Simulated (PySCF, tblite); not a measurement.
**C6H11BFN: geometry, infrared bands and NMR shifts**

Aim: predict the infrared bands and NMR shifts of C6H11BFN (`CCC#[N+][BH2-]/C=C(\C)F`).

Computed with tblite 0.8.0 and PySCF 2.14.0, with density-fitted response routines of our own, on a single molecule in the gas phase. Atoms count from 0, in the outputs and in this text.

## (1) The molecule as given

20 atoms, charge 0, multiplicity 1; geometry from: force field or distance geometry start.

Bonds of the start (Å): C0–C1 1.52, C1–C2 1.45, C2–N3 1.17, N3–B4 1.48, B4–C5 1.58, C5–C6 1.35, C6–C7 1.50, C6–F8 1.36, C0–H9 1.11, C0–H10 1.12, C0–H11 1.10, C1–H12 1.13, C1–H13 1.11, B4–H14 1.18, B4–H15 1.19, C5–H16 1.08, C7–H17 1.10, C7–H18 1.11, C7–H19 1.11.

## (2) Optimising the geometry with GFN2-xTB

What the job is given:

```
{"job": {"kind": "relax", "xc": "GFN2-xTB", "basis": "xTB"}, "charge": 0, "multiplicity": 1}
C      2.693200     0.767300     0.907000
C      2.562300    -0.695700     0.517400
C      1.228000    -0.996000     0.035500
N      0.151600    -1.208500    -0.365800
B     -1.221700    -1.493000    -0.848600
C     -2.295800    -0.795200     0.083900
C     -2.445500     0.538500     0.216800
C     -1.602500     1.548200    -0.512500
F     -3.411300     0.990700     1.056900
H      2.488000     1.414200     0.028000
H      1.954400     1.019600     1.708300
H      3.706100     0.972800     1.282900
H      2.768400    -1.332300     1.425400
H      3.309900    -0.941500    -0.269000
H     -1.406700    -2.660100    -0.854800
H     -1.333900    -1.086700    -1.959500
H     -2.950600    -1.447500     0.647800
H     -0.545100     1.444900    -0.218800
H     -1.707300     1.399500    -1.606800
H     -1.946500     2.571200    -0.262300
```

Launch:

```console
$ OMP_NUM_THREADS=1 python probes_run.py task.json out
```

The driver reads the jobs from task.json and runs them one after another.

**Question.** This job is followed by: GFN2-xTB harmonic vibrations, gas phase; GIAO PBE0/pcSseg-1 NMR shielding, non-relativistic, gas phase. Predict these results of the whole session: strongest single infrared mode (GFN2-xTB); zero-point energy (GFN2-xTB); 13C shifts against TMS (PBE0/pcSseg-1); 1H shifts against TMS (PBE0/pcSseg-1, means over atoms taken as alike); 15N shifts against NH3 (PBE0/pcSseg-1); 11B shifts against BF3·OEt2 (PBE0/pcSseg-1); 19F shifts against CFCl3 (PBE0/pcSseg-1).

The runs gave:

| quantity | value |
| --- | --- |
| strongest single infrared mode (GFN2-xTB) | 2454 cm⁻¹, 203 km/mol |
| zero-point energy (GFN2-xTB) | 98.8 kcal/mol |
| 13C shifts against TMS (PBE0/pcSseg-1) | 169.7, 119.8, 114.9, 18.8, 13.3, 13.1 ppm |
| 1H shifts against TMS (PBE0/pcSseg-1, means over atoms taken as alike) | 5.71, 2.63, 2.29, 1.97, 1.48 ppm |
| 15N shifts against NH3 (PBE0/pcSseg-1) | 235.2 ppm |
| 11B shifts against BF3·OEt2 (PBE0/pcSseg-1) | -36.8 ppm |
| 19F shifts against CFCl3 (PBE0/pcSseg-1) | -75.8 ppm |

What this shows: The optimisation took 127 steps and gained 0.279 eV; among the close pairs (by a distance rule), C1–H12 changed most, from 1.128 to 1.094 Å. No mode is imaginary among the 54: a minimum at this level. The strongest single mode, at 2454 cm⁻¹, moves mainly H14. GFN2-xTB is a fitted tight-binding method: band positions and strengths are rough. Its intensities can rank the bands wrongly. H16 (hydrogen on an alkene CH) lies farthest downfield among hydrogen, at 5.71 ppm; olefinic region. At PBE0/pcSseg-1: The widest tensor belongs to N3: span 449 ppm, with a paramagnetic part of -300 ppm.
